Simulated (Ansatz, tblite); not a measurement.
# Sn24H30 hole sphere (Sn24H30): rung by rung

An exercise on one series of results from a longer session: the logs are not shown, and one member is left open.

Computed with Ansatz 0.2.0, Gaussian basis. Level: as each input shows.

The runs, in order: GFN1-xTB, GFN2-xTB, PBE-D4/def2-TZVP, r2SCAN-D4/def2-TZVP, r2SCANh-D4/def2-TZVP, PBE-D4/def2-SVP, PBE0-D4/def2-SVP, MP2/def2-SVP.

**The geometry**

The geometry is that of the singlet, from an earlier relaxation (PBE-D4/def2-SVP).

54 atoms, charge 0, spin multiplicity 1.

Bond lengths: Sn1–Sn2 2.824 Å, Sn1–Sn5 2.828 Å, Sn1–H25 1.738 Å, Sn1–H26 1.738 Å, Sn2–Sn7 2.822 Å, Sn2–H27 1.738 Å, Sn2–H28 1.738 Å, Sn3–Sn4 2.819 Å, Sn3–Sn5 2.838 Å, Sn3–Sn14 2.819 Å, Sn3–H29 1.745 Å, Sn4–Sn9 2.819 Å, Sn4–H30 1.737 Å, Sn4–H31 1.739 Å, Sn5–Sn6 2.829 Å, Sn5–Sn15 2.827 Å, Sn6–Sn8 2.837 Å, Sn6–Sn10 2.827 Å and more. Angles: Sn2–Sn1–Sn5 111.0°, Sn2–Sn1–H25 109.9°, Sn2–Sn1–H26 110.1°, Sn5–Sn1–H25 109.3°, Sn5–Sn1–H26 109.6°, H25–Sn1–H26 106.9°, Sn1–Sn2–Sn7 109.4°, Sn1–Sn2–H27 110.1°, Sn1–Sn2–H28 110.1°, Sn7–Sn2–H27 110.1°, Sn7–Sn2–H28 110.1°, H27–Sn2–H28 107.1°, Sn4–Sn3–Sn5 109.2°, Sn4–Sn3–Sn14 110.4°, Sn4–Sn3–H29 109.5°, Sn5–Sn3–Sn14 109.6°, Sn5–Sn3–H29 108.7°, Sn14–Sn3–H29 109.4° and more.

Sn takes a core potential in the def2 sets. No spin-orbit coupling is included.

PBE0-D4/def2-TZVP was run before; its log isn't repeated, and its numbers join the tables.

The first run:

Tight binding, by tblite at 300 K electronic temperature and without a spin-polarisation term:

```python
tblite.interface.Calculator('GFN1-xTB', numbers, positions, charge=0, uhf=0).singlepoint()
```

Tight binding, by tblite at 300 K electronic temperature and without a spin-polarisation term:

```python
tblite.interface.Calculator('GFN2-xTB', numbers, positions, charge=0, uhf=0).singlepoint()
```

start.molden holds the orbitals of an earlier run on this state, given as this run's starting guess.

Input file in.yaml:

```yaml
crystal:
  periodic: [false, false, false]
  atoms:
    - {symbol: Sn, position_ang: [-0.013416, -5.325687, 0.071972]}
    - {symbol: Sn, position_ang: [0.004917, -5.341888, 2.895868]}
    - {symbol: Sn, position_ang: [0.009530, -2.651166, -3.765298]}
    - {symbol: Sn, position_ang: [-2.312419, -1.345400, -4.686890]}
    - {symbol: Sn, position_ang: [0.001976, -2.680354, -0.927616]}
    - {symbol: Sn, position_ang: [-2.268694, -1.313829, 0.061009]}
    - {symbol: Sn, position_ang: [0.004712, -2.685408, 3.847400]}
    - {symbol: Sn, position_ang: [-2.278073, -1.320276, 2.898168]}
    - {symbol: Sn, position_ang: [-2.303937, 1.317842, -3.762204]}
    - {symbol: Sn, position_ang: [-2.319794, 1.335367, -0.924987]}
    - {symbol: Sn, position_ang: [-4.601119, 2.676494, 0.071292]}
    - {symbol: Sn, position_ang: [-2.327033, 1.339277, 3.847477]}
    - {symbol: Sn, position_ang: [-4.629212, 2.664225, 2.894811]}
    - {symbol: Sn, position_ang: [2.318372, -1.323431, -4.690226]}
    - {symbol: Sn, position_ang: [2.270045, -1.310087, 0.058472]}
    - {symbol: Sn, position_ang: [2.283369, -1.315057, 2.895616]}
    - {symbol: Sn, position_ang: [2.287532, 1.338655, -3.764377]}
    - {symbol: Sn, position_ang: [-0.015190, 2.682575, -4.680734]}
    - {symbol: Sn, position_ang: [2.316806, 1.340317, -0.927157]}
    - {symbol: Sn, position_ang: [-0.001714, 2.620356, 0.062256]}
    - {symbol: Sn, position_ang: [2.326121, 1.344173, 3.845727]}
    - {symbol: Sn, position_ang: [-0.002234, 2.632801, 2.899478]}
    - {symbol: Sn, position_ang: [4.621823, 2.641071, 0.068087]}
    - {symbol: Sn, position_ang: [4.624868, 2.673809, 2.891598]}
    - {symbol: H, position_ang: [-1.424207, -6.153545, -0.516253]}
    - {symbol: H, position_ang: [1.368070, -6.186336, -0.537975]}
    - {symbol: H, position_ang: [-1.387180, -6.190668, 3.497432]}
    - {symbol: H, position_ang: [1.408899, -6.184034, 3.478680]}
    - {symbol: H, position_ang: [0.019604, -4.298526, -4.340772]}
    - {symbol: H, position_ang: [-3.717869, -2.165412, -4.078321]}
    - {symbol: H, position_ang: [-2.396461, -1.390226, -6.422854]}
    - {symbol: H, position_ang: [-3.699323, -2.140312, -0.503164]}
    - {symbol: H, position_ang: [0.005620, -2.658547, 5.591559]}
    - {symbol: H, position_ang: [-3.713653, -2.151136, 3.441714]}
    - {symbol: H, position_ang: [-3.737785, 2.132924, -4.332178]}
    - {symbol: H, position_ang: [-6.039019, 1.918296, -0.544008]}
    - {symbol: H, position_ang: [-4.603357, 4.312785, -0.515343]}
    - {symbol: H, position_ang: [-2.305733, 1.325604, 5.591650]}
    - {symbol: H, position_ang: [-6.058751, 1.863784, 3.474064]}
    - {symbol: H, position_ang: [-4.672694, 4.292579, 3.500318]}
    - {symbol: H, position_ang: [2.396079, -1.371014, -6.426502]}
    - {symbol: H, position_ang: [3.734367, -2.128112, -4.085585]}
    - {symbol: H, position_ang: [3.701793, -2.133759, -0.506849]}
    - {symbol: H, position_ang: [3.720840, -2.143471, 3.437895]}
    - {symbol: H, position_ang: [3.710655, 2.171135, -4.336122]}
    - {symbol: H, position_ang: [-0.013157, 2.790874, -6.415912]}
    - {symbol: H, position_ang: [-0.023940, 4.305082, -4.059683]}
    - {symbol: H, position_ang: [-0.003928, 4.271899, -0.503703]}
    - {symbol: H, position_ang: [2.306373, 1.330338, 5.589889]}
    - {symbol: H, position_ang: [-0.003258, 4.291693, 3.442303]}
    - {symbol: H, position_ang: [6.038125, 1.820555, -0.517058]}
    - {symbol: H, position_ang: [4.687854, 4.264350, -0.549612]}
    - {symbol: H, position_ang: [6.056716, 1.896571, 3.496413]}
    - {symbol: H, position_ang: [4.648074, 4.312236, 3.470202]}
basis:
  gaussian: {orbitals: def2-TZVP, fitting: {mean_field: def2-universal-jkfit}, initial_orbitals: start.molden}
hamiltonian: {xc: pbe, dispersion: d4}
scf: {omitted_lower_state_checks: [starts]}
output: {orbitals: {seedname: orbitals}}
```

On the command line:

```
$ ansatz run in.yaml --threads 11 --pin off --events-out ev --progress --plain --max-ram 174080MiB --backend cuda --devices 0, --max-vram 75GiB
```

Steps of the session up to this table: PBE-D4/def2-TZVP; r2SCAN-D4/def2-TZVP; r2SCANh-D4/def2-TZVP; PBE-D4/def2-SVP; PBE0-D4/def2-SVP; MP2/def2-SVP.

One of the session's tables, all rows but one given; the rest of the session is left out.

It belongs to the step «Binding energy». 

| level | binding an atom (eV) |
| --- | --- |
| HF/def2-SVP | 1.627 |
| PBE-D4/def2-SVP | ? |
| PBE-D4/def2-TZVP | 2.499 |
| r2SCAN-D4/def2-TZVP | 2.504 |
| r2SCANh-D4/def2-TZVP | 2.497 |
| PBE0-D4/def2-SVP | 2.484 |
| PBE0-D4/def2-TZVP | 2.498 |
| MP2/def2-SVP | 2.301 |

**Question.** Estimate the row for PBE-D4/def2-SVP.

As computed: binding an atom (eV): 2.489. In the column «binding an atom (eV)» it lies between PBE0-D4/def2-SVP (2.484) and r2SCANh-D4/def2-TZVP (2.497).

To keep in mind: Free atoms were run apart at each level; binding is atoms less cluster, divided by the number of atoms, without zero-point or spin-orbit terms.
